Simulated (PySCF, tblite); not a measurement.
**F₃H₄NOSi₃, a cluster model of a defect: infrared bands and NMR shifts**

Aim: the infrared bands and NMR shifts of `F[Si](F)(F)O[Si]N[SiH3]`. It is drawn as: twofold Si.

Programs: tblite 0.8.0 and PySCF 2.14.0. All values are calculated, for the isolated system unless a continuum is named. Atoms count from 0, parts from 1.

### Step 1. Starting point

12 atoms, charge 0, multiplicity 1; geometry: distance geometry start.

### Step 2. Relaxing the cluster with GFN2-xTB

Job settings and geometry (Å):

```
{"job": {"kind": "relax", "xc": "GFN2-xTB", "basis": "xTB"}, "charge": 0, "multiplicity": 1}
Si     1.138827     1.603014    -0.087483
N      0.754614     2.802466     1.195253
Si    -0.600368     2.341511     2.348098
O      1.462319     0.195684    -1.137764
Si     0.497826    -1.297127    -1.150717
F     -1.111067    -0.934598    -0.906084
F      0.714497    -2.078102    -2.622310
F      1.029902    -2.314575     0.100765
H      0.779449     3.784212     0.916238
H     -0.132000     1.305695     3.182196
H     -1.712455     1.934365     1.607084
H     -0.923808     3.486855     3.136807
```

Level: GFN2-xTB geometry optimisation, gas phase.

Run with:

```bash
OMP_NUM_THREADS=1 python cluster_run.py task.json out
```

This one command runs all jobs of the session in turn.

What it wrote:

```text
step      E/eV     max force
  0    -777.98902    5.572
  1    -779.11729    4.087
  2    -779.93261    4.408
  3    -780.20425    1.656
  4    -780.44505    1.792
  5    -780.79804    2.141
  6    -780.90199    1.448
  7    -781.00199    0.978
  8    -781.06964    1.202
  9    -781.14577    1.577
 10    -781.21584    1.095
 11    -781.27091    0.663
 12    -781.32782    0.600
 13    -781.36614    0.600
 14    -781.38999    0.395
 15    -781.40763    0.292
 16    -781.42135    0.384
 17    -781.43533    0.383
 18    -781.45115    0.463
 19    -781.46638    0.417
 20    -781.47854    0.243
 21    -781.48508    0.225
 22    -781.48934    0.172
 23    -781.49542    0.241
 24    -781.50316    0.263
 25    -781.51300    0.295
 26    -781.52266    0.309
 27    -781.53076    0.249
 28    -781.53670    0.167
 29    -781.54094    0.185
 30    -781.54684    0.203
 31    -781.55720    0.295
 32    -781.57009    0.364
 33    -781.57811    0.245
 34    -781.58100    0.130
 35    -781.58183    0.073
 36    -781.58215    0.057
 37    -781.58262    0.043
 38    -781.58345    0.050
 39    -781.58429    0.074
 40    -781.58497    0.078
 41    -781.58562    0.084
 42    -781.58675    0.093
 43    -781.58907    0.149
 44    -781.59374    0.210
 45    -781.59996    0.323
 46    -781.60514    0.291
 47    -781.61066    0.172
 48    -781.61247    0.193
 49    -781.61700    0.167
 50    -781.62600    0.191
 51    -781.63161    0.147
 52    -781.63321    0.169
 53    -781.63475    0.104
 54    -781.63669    0.108
 55    -781.63976    0.202
 56    -781.64221    0.237
 57    -781.64438    0.165
 58    -781.64604    0.077
 59    -781.64734    0.087
 60    -781.64832    0.074
 61    -781.64903    0.071
 62    -781.64999    0.086
 63    -781.65154    0.098
 64    -781.65390    0.164
 65    -781.65630    0.178
 66    -781.65824    0.087
 67    -781.65893    0.056
 68    -781.65920    0.047
 69    -781.65957    0.050
 70    -781.66003    0.063
 71    -781.66049    0.042
 72    -781.66076    0.039
 73    -781.66091    0.035
 74    -781.66105    0.029
 75    -781.66128    0.047
 76    -781.66168    0.063
 77    -781.66226    0.059
 78    -781.66284    0.063
 79    -781.66328    0.051
 80    -781.66361    0.045
 81    -781.66400    0.045
 82    -781.66456    0.064
 83    -781.66542    0.096
 84    -781.66655    0.109
 85    -781.66793    0.096
 86    -781.66957    0.093
 87    -781.67122    0.069
 88    -781.67183    0.081
 89    -781.67224    0.032
 90    -781.67234    0.022
 91    -781.67239    0.018
 92    -781.67243    0.017
 93    -781.67249    0.018
 94    -781.67255    0.020
 95    -781.67262    0.022
 96    -781.67267    0.016
 97    -781.67270    0.010
 98    -781.67270    0.007
```

Wall time 6.5 s (1 thread of Arm Neoverse N1, shared host).

The steps of the relaxation:

```csv
step,energy from step 0 (eV),largest force (eV/Å)
0,0.0000,5.5720
4,-2.4560,1.7916
8,-3.0806,1.2017
12,-3.3388,0.5999
16,-3.4323,0.3843
20,-3.4895,0.2432
24,-3.5141,0.2628
28,-3.5477,0.1670
32,-3.5811,0.3633
36,-3.5931,0.0571
40,-3.5960,0.0778
44,-3.6047,0.2094
48,-3.6235,0.1928
52,-3.6442,0.1691
56,-3.6532,0.2368
60,-3.6593,0.0747
64,-3.6649,0.1642
68,-3.6702,0.0477
72,-3.6717,0.0385
76,-3.6727,0.0627
80,-3.6746,0.0441
84,-3.6775,0.1085
88,-3.6828,0.0811
92,-3.6834,0.0166
96,-3.6837,0.0155
98,-3.6837,0.0071
```

Close pairs (by a distance rule), those that changed most:

```csv
bond,before (Å),after (Å),change (Å)
O3–Si4,1.777,1.569,-0.208
Si0–O3,1.786,1.660,-0.126
Si4–F7,1.698,1.581,-0.117
Si4–F6,1.680,1.580,-0.100
Si4–F5,1.667,1.581,-0.087
N1–Si2,1.838,1.755,-0.083
Si0–N1,1.798,1.723,-0.075
Si2–H10,1.397,1.464,+0.067
```

### Step 3. Harmonic vibrations: GFN2-xTB

Job settings and geometry (Å):

```
{"job": {"kind": "ir", "xc": "GFN2-xTB", "basis": "xTB"}, "charge": 0, "multiplicity": 1}
Si     1.439141     1.222252    -1.085728
N      0.556510     1.698822     0.315140
Si    -0.665442     0.917268     1.303376
O      0.892485    -0.322327    -1.351543
Si     0.171222    -1.703377    -1.167311
F     -1.404937    -1.597558    -1.115018
F      0.516164    -2.645009    -2.388020
F      0.622041    -2.468960     0.140324
H      0.784105     2.633033     0.622169
H     -0.131019    -0.330516     1.847027
H     -1.873186     0.709935     0.503141
H     -0.907082     1.886438     2.376445
```

Method: GFN2-xTB harmonic vibrations, gas phase.

What it wrote:

```text
mode    cm-1     km/mol
  1      12.8      0.24
  2      39.5      1.17
  3      68.0      0.52
  4     100.8      0.16
  5     117.0      2.72
  6     126.0      2.29
  7     184.7      3.12
  8     195.5      0.90
  9     239.5     34.20
 10     277.9     95.62
 11     292.0     62.29
 12     340.2     68.73
 13     431.1     71.84
 14     534.3     24.39
 15     567.8     55.83
 16     572.5     30.04
 17     682.1     65.59
 18     780.1    190.73
 19     784.3    208.03
 20     802.5    418.13
 21     838.5     27.83
 22     948.7     78.21
 23     950.7    244.49
 24     962.5    470.47
 25    1163.6    670.63
 26    1200.0    300.32
 27    2237.6    374.48
 28    2259.0    285.94
 29    2271.9    216.05
 30    3452.5      1.86
```

It took 0.88 s on 1 thread of Arm Neoverse N1, shared host; peak memory 0.18 GiB.

The strongest bands and the atoms that carry them:

```csv
cm⁻¹,km/mol,atoms
802,418.1,"H11 35 %, H9 26 %, H10 21 %, Si2 13 %"
962,470.5,"N1 40 %, Si4 13 %, H8 13 %, Si0 12 %"
1164,670.6,"O3 58 %, Si4 25 %, H8 15 %"
1200,300.3,"H8 63 %, N1 20 %"
2238,374.5,H11 96 %
2259,285.9,H10 94 %
```

### Step 4. Shielding tensors: PBE0/pcSseg-1

Settings changed since step 3:

```diff
@@ -1,2 +1,2 @@
-{"job": {"kind": "ir", "xc": "GFN2-xTB", "basis": "xTB"}, "charge": 0, "multiplicity": 1}
+{"job": {"kind": "nmr", "xc": "PBE0", "basis": "pcSseg-1"}, "charge": 0, "multiplicity": 1}
 Si     1.439141     1.222252    -1.085728
```

Level: GIAO PBE0/pcSseg-1 NMR shielding, non-relativistic, gas phase.

What it wrote:

```text
coarse grid: 12760 points
cycle   1  E = -1299.5619691498  dE =  9.168e-01  |g| = 1.113e+00  |ddm| = 3.444e+00
cycle   2  E = -1299.3572440284  dE =  2.047e-01  |g| = 1.572e+00  |ddm| = 1.463e+00
cycle   3  E = -1299.7625000630  dE = -4.053e-01  |g| = 1.007e-01  |ddm| = 8.935e-01
cycle   4  E = -1299.7640134487  dE = -1.513e-03  |g| = 5.389e-02  |ddm| = 9.774e-02
cycle   5  E = -1299.7644735304  dE = -4.601e-04  |g| = 5.878e-03  |ddm| = 2.787e-02
cycle   6  E = -1299.7644783373  dE = -4.807e-06  |g| = 1.051e-03  |ddm| = 4.916e-03
final grid: 114280 points
cycle   7  E = -1299.8330850304  dE = -2.375e-05  |g| = 8.240e-03  |ddm| = 1.393e-02
cycle   8  E = -1299.8330616549  dE =  2.338e-05  |g| = 1.378e-02  |ddm| = 1.165e-02
cycle   9  E = -1299.8330966368  dE = -3.498e-05  |g| = 6.629e-04  |ddm| = 7.981e-03
cycle  10  E = -1299.8330967142  dE = -7.736e-08  |g| = 2.624e-04  |ddm| = 6.826e-04
cycle  11  E = -1299.8330967262  dE = -1.199e-08  |g| = 6.206e-05  |ddm| = 1.813e-04
cycle  12  E = -1299.8330967269  dE = -7.130e-10  |g| = 2.144e-05  |ddm| = 5.895e-05
converged SCF energy = -1299.8330967269

GIAO shielding tensors (ppm)
atom      isotropic    diamagn.    paramagn.     s11        s22        s33       span
  0 Si     226.601     878.657    -652.056    -87.140    302.632    464.310    551.450
  1 N      135.116     327.128    -192.012    -38.013    189.760    253.601    291.614
  2 Si     416.216     881.592    -465.376    384.865    409.370    454.413     69.549
  3 O      189.098     397.546    -208.448     60.100    236.270    270.923    210.823
  4 Si     459.329     879.789    -420.460    439.799    461.401    476.788     36.989
  5 F      335.751     469.974    -134.223    294.568    299.833    412.853    118.285
  6 F      341.564     465.938    -124.374    300.622    302.494    421.576    120.954
  7 F      334.707     469.506    -134.799    295.232    299.131    409.757    114.526
  8 H       27.620      31.877      -4.257     23.994     26.564     32.302      8.308
  9 H       26.709      32.040      -5.331     23.240     26.492     30.395      7.155
 10 H       26.724      31.467      -4.742     23.563     25.662     30.947      7.384
 11 H       27.225      29.779      -2.554     23.530     25.637     32.510      8.980
```

It took 43 s on 1 thread of Arm Neoverse N1, shared host; peak memory 0.82 GiB.

Shifts follow as δ = σ(reference) − σ, with reference shieldings (ppm) from runs at the same level and on the same kind of geometry: 1H TMS 31.72, 29Si TMS 349.2, 19F CFCl3 170.9, 15N NH3 267.7, 17O H2O 336.1. The references are single molecules in the gas phase, so shifts against H2O, NH3, PH3, H3PO4 or CFCl3 are not on the usual liquid scales and can be off by tens of ppm.

```csv
atoms,environment,σ (ppm),δ (ppm)
H9,hydrogen on a silicon bonded to N,26.71,5.01
H10,hydrogen on a silicon bonded to N,26.72,4.99
H11,hydrogen on a silicon bonded to N,27.23,4.49
H8,hydrogen on a nitrogen bonded to 2 Si,27.62,4.10
Si0,"silicon bonded to N, O",226.6,122.6
Si2,"silicon bonded to N, 3 H",416.2,-67.1
Si4,"silicon bonded to 3 F, O",459.3,-110.2
N1,"nitrogen bonded to 2 Si, H",135.1,132.6
O3,oxygen bonded to 2 Si,189.1,147.0
F7,fluorine bonded to Si,334.7,-163.8
F5,fluorine bonded to Si,335.8,-164.8
F6,fluorine bonded to Si,341.6,-170.6
```

The run also stored atomic charges by several schemes (e):

```csv
atoms,Mulliken,IAO,Hirshfeld,ESP fit
Si0,0.66,0.74,0.29,-0.14
N1,-0.81,-0.88,-0.32,-0.15
Si2,0.55,0.71,0.35,0.34
O3,-0.68,-0.85,-0.30,-0.19
Si4,1.47,1.91,0.63,1.24
F5,-0.40,-0.51,-0.18,-0.35
F6,-0.39,-0.51,-0.19,-0.38
F7,-0.40,-0.52,-0.18,-0.34
```

Mayer bond orders: Si0–N1 1.09, N1–Si2 0.86, Si0–O3 0.81, O3–Si4 1.06, Si4–F5 0.96, Si4–F6 0.99, Si4–F7 0.97.

### Step 5. Shielding tensors: BLYP/def2-SVP

Settings changed since step 4:

```diff
@@ -1,2 +1,2 @@
-{"job": {"kind": "nmr", "xc": "PBE0", "basis": "pcSseg-1"}, "charge": 0, "multiplicity": 1}
+{"job": {"kind": "nmr", "xc": "BLYP", "basis": "def2-SVP", "pop": false}, "charge": 0, "multiplicity": 1}
 Si     1.439141     1.222252    -1.085728
```

With the program's defaults for keys left out, this is: GIAO BLYP/def2-SVP NMR shielding, non-relativistic, gas phase.

What it wrote:

```text
coarse grid: 12760 points
cycle   1  E = -1299.4441856297  dE =  1.053e+00  |g| = 1.389e+00  |ddm| = 3.767e+00
cycle   2  E = -1298.3666219001  dE =  1.078e+00  |g| = 2.702e+00  |ddm| = 2.910e+00
cycle   3  E = -1299.7721708886  dE = -1.406e+00  |g| = 2.871e-01  |ddm| = 2.128e+00
cycle   4  E = -1299.7880702338  dE = -1.590e-02  |g| = 1.350e-01  |ddm| = 3.490e-01
cycle   5  E = -1299.7912130341  dE = -3.143e-03  |g| = 3.038e-02  |ddm| = 1.019e-01
cycle   6  E = -1299.7913539665  dE = -1.409e-04  |g| = 1.825e-02  |ddm| = 3.801e-02
cycle   7  E = -1299.7914298316  dE = -7.587e-05  |g| = 3.266e-03  |ddm| = 1.832e-02
cycle   8  E = -1299.7914325803  dE = -2.749e-06  |g| = 5.455e-04  |ddm| = 4.396e-03
final grid: 114280 points
cycle   9  E = -1300.0024686176  dE = -1.671e-05  |g| = 8.231e-03  |ddm| = 1.950e-02
cycle  10  E = -1300.0024230483  dE =  4.557e-05  |g| = 1.710e-02  |ddm| = 1.788e-02
cycle  11  E = -1300.0024795140  dE = -5.647e-05  |g| = 2.604e-03  |ddm| = 1.352e-02
cycle  12  E = -1300.0024811182  dE = -1.604e-06  |g| = 2.725e-04  |ddm| = 2.285e-03
cycle  13  E = -1300.0024811340  dE = -1.580e-08  |g| = 7.915e-05  |ddm| = 4.475e-04
cycle  14  E = -1300.0024811355  dE = -1.442e-09  |g| = 2.866e-05  |ddm| = 1.166e-04
cycle  15  E = -1300.0024811356  dE = -1.382e-10  |g| = 9.206e-06  |ddm| = 2.680e-05
converged SCF energy = -1300.0024811356

GIAO shielding tensors (ppm)
atom      isotropic    diamagn.    paramagn.     s11        s22        s33       span
  0 Si     286.739     880.769    -594.030      9.841    366.231    484.145    474.305
  1 N      134.706     314.873    -180.167    -34.369    190.683    247.804    282.173
  2 Si     467.004     881.865    -414.861    441.886    456.318    502.808     60.922
  3 O      184.999     393.172    -208.174     57.355    238.681    258.961    201.606
  4 Si     508.427     885.350    -376.923    493.511    512.698    519.072     25.561
  5 F      334.349     470.395    -136.046    292.045    300.225    410.776    118.731
  6 F      340.341     464.748    -124.407    297.264    305.055    418.704    121.440
  7 F      333.618     469.446    -135.828    292.586    299.848    408.420    115.833
  8 H       27.826      30.775      -2.949     24.612     26.948     31.917      7.305
  9 H       26.824      33.492      -6.668     23.588     26.478     30.405      6.817
 10 H       26.847      32.834      -5.987     23.855     25.671     31.015      7.160
 11 H       27.452      30.465      -3.013     23.960     25.859     32.538      8.578
```

Wall time 36 s (1 thread of Arm Neoverse N1, shared host); peak memory 0.58 GiB.

In short: δ Si0 102.0, Si2 -78.3, Si4 -119.7, N1 133.3, H9 4.98, H10 4.96 ppm.

### Step 6. Nuclear shieldings: LC-wPBE/6-31G

Settings changed since step 5:

```diff
@@ -1,2 +1,2 @@
-{"job": {"kind": "nmr", "xc": "BLYP", "basis": "def2-SVP", "pop": false}, "charge": 0, "multiplicity": 1}
+{"job": {"kind": "nmr", "xc": "LC-wPBE", "basis": "6-31G", "pop": false, "scf": {"damp": 2.0, "aux": "def2-universal-jfit", "max_cycle": 89}}, "charge": 0, "multiplicity": 1}
 Si     1.439141     1.222252    -1.085728
```

With the program's defaults for keys left out, this is: GIAO LC-wPBE/6-31G NMR shielding, non-relativistic, gas phase.

What it wrote:

```text
damping 2.00 in the first 6 cycles
final grid: 114280 points
cycle   1  E = -1299.5955732634  dE =  1.184e+00  |g| = 1.051e+00  |ddm| = 3.430e+00
cycle   2  E = -1297.9730857393  dE =  1.622e+00  |g| = 3.077e+00  |ddm| = 1.826e+00
cycle   3  E = -1283.5969439524  dE =  1.438e+01  |g| = 7.456e+00  |ddm| = 5.574e+00
cycle   4  E = -1255.1158179100  dE =  2.848e+01  |g| = 1.046e+01  |ddm| = 1.137e+01
cycle   5  E = -1001.8084031958  dE =  2.533e+02  |g| = 1.353e+01  |ddm| = 2.519e+01
cycle   6  E = -1136.5201244343  dE = -1.347e+02  |g| = 7.452e+00  |ddm| = 8.871e+01
cycle   7  E = -973.6821484678  dE =  1.628e+02  |g| = 8.899e+00  |ddm| = 9.499e+01
cycle   8  E = -1280.3695005192  dE = -3.067e+02  |g| = 6.741e+00  |ddm| = 4.631e+01
cycle   9  E = -1259.7317500880  dE =  2.064e+01  |g| = 7.691e+00  |ddm| = 2.141e+01
cycle  10  E = -1275.4390081894  dE = -1.571e+01  |g| = 5.689e+00  |ddm| = 9.394e+00
cycle  11  E = -1284.4458723819  dE = -9.007e+00  |g| = 4.895e+00  |ddm| = 1.200e+01
cycle  12  E = -1285.1533471675  dE = -7.075e-01  |g| = 4.662e+00  |ddm| = 1.088e+00
cycle  13  E = -1287.0282905664  dE = -1.875e+00  |g| = 4.566e+00  |ddm| = 1.769e+00
cycle  14  E = -1287.8628786912  dE = -8.346e-01  |g| = 4.705e+00  |ddm| = 8.834e-01
cycle  15  E = -1121.1673138609  dE =  1.667e+02  |g| = 1.061e+01  |ddm| = 6.375e+01
cycle  16  E = -1299.3174567760  dE = -1.782e+02  |g| = 1.162e+00  |ddm| = 6.283e+01
cycle  17  E = -1299.6095307815  dE = -2.921e-01  |g| = 1.015e+00  |ddm| = 2.936e+00
cycle  18  E = -1299.8036334242  dE = -1.941e-01  |g| = 1.886e-01  |ddm| = 7.038e-01
cycle  19  E = -1299.8125832275  dE = -8.950e-03  |g| = 1.185e-01  |ddm| = 2.862e-01
cycle  20  E = -1299.8159083640  dE = -3.325e-03  |g| = 4.308e-02  |ddm| = 1.406e-01
cycle  21  E = -1299.8166001606  dE = -6.918e-04  |g| = 1.815e-02  |ddm| = 8.480e-02
cycle  22  E = -1299.8166806901  dE = -8.053e-05  |g| = 3.077e-03  |ddm| = 2.038e-02
cycle  23  E = -1299.8166860014  dE = -5.311e-06  |g| = 1.559e-03  |ddm| = 7.405e-03
cycle  24  E = -1299.8166866434  dE = -6.419e-07  |g| = 4.741e-04  |ddm| = 1.965e-03
cycle  25  E = -1299.8166867570  dE = -1.137e-07  |g| = 1.867e-04  |ddm| = 1.083e-03
cycle  26  E = -1299.8166867733  dE = -1.622e-08  |g| = 4.297e-05  |ddm| = 3.717e-04
cycle  27  E = -1299.8166867749  dE = -1.605e-09  |g| = 1.177e-05  |ddm| = 1.564e-04
cycle  28  E = -1299.8166867750  dE = -9.413e-11  |g| = 8.076e-06  |ddm| = 3.989e-05
converged SCF energy = -1299.8166867750

GIAO shielding tensors (ppm)
atom      isotropic    diamagn.    paramagn.     s11        s22        s33       span
  0 Si     263.731     875.027    -611.296    -95.221    363.942    522.472    617.693
  1 N      156.231     332.048    -175.817    -17.594    216.077    270.208    287.802
  2 Si     490.315     880.534    -390.220    460.965    475.648    534.331     73.365
  3 O      216.808     412.579    -195.771     96.774    274.431    279.221    182.447
  4 Si     491.583     875.446    -383.863    475.670    495.317    503.761     28.092
  5 F      365.607     471.657    -106.050    331.085    338.371    427.364     96.278
  6 F      369.942     470.918    -100.976    336.353    341.223    432.249     95.896
  7 F      361.740     471.834    -110.093    330.202    334.551    420.468     90.267
  8 H       29.293      33.215      -3.923     23.963     28.383     35.533     11.570
  9 H       28.336      29.997      -1.660     24.299     27.921     32.789      8.490
 10 H       28.266      29.739      -1.473     24.591     26.868     33.340      8.749
 11 H       28.755      30.128      -1.373     24.338     26.840     35.085     10.747
```

It took 43 s on 1 thread of Arm Neoverse N1, shared host; peak memory 0.51 GiB.

It converged, yet the result is unsound: the fitting basis def2-universal-jfit is not made for Coulomb and exchange fitting here.

### Step 7. Run by run: NMR shifts

Shifts (ppm) of some atoms, chosen among heavy atoms and hydrogens apart, with basis size and wall time:

```csv
run,H11,H8,Si0,Si2,F7,F5,F6,functions,time
PBE0/pcSseg-1,4.49,4.10,122.6,-67.1,-163.8,-164.8,-170.6,177,43 s
BLYP/def2-SVP,4.35,3.98,102.0,-78.3,-151.5,-152.2,-158.2,144,36 s
```

### Step 8. Summary of results

| quantity | value |
| --- | --- |
| strongest single infrared mode (GFN2-xTB) | 1164 cm⁻¹ |
| 1H shifts against TMS (PBE0/pcSseg-1) | 5.01, 4.99, 4.49, 4.10 ppm |
| 29Si shifts against TMS (PBE0/pcSseg-1) | 122.6, -67.1, -110.2 ppm |
| 15N shifts against NH3 (PBE0/pcSseg-1) | 132.6 ppm |
| 17O shifts against H2O (PBE0/pcSseg-1) | 147.0 ppm |
| 19F shifts against CFCl3 (PBE0/pcSseg-1) | -163.8, -164.8, -170.6 ppm |
| range of the shift of Si0 | 102.0 to 122.6 ppm |
| runs | 5, of which 0 failed and 1 ended on unsound input |

What this shows: No mode is imaginary at GFN2-xTB; the softest lies at 13 cm⁻¹. At PBE0/pcSseg-1: The largest span, 551 ppm, is at Si0, where the paramagnetic term is -652 ppm. Across the 2 runs the shift of Si0 moves most, between 102.0 (BLYP/def2-SVP) and 122.6 ppm (PBE0/pcSseg-1). A capped cluster stands for the solid here, so long-range fields and strain are missing, and bands or shifts of the capping hydrogens have no counterpart in it.
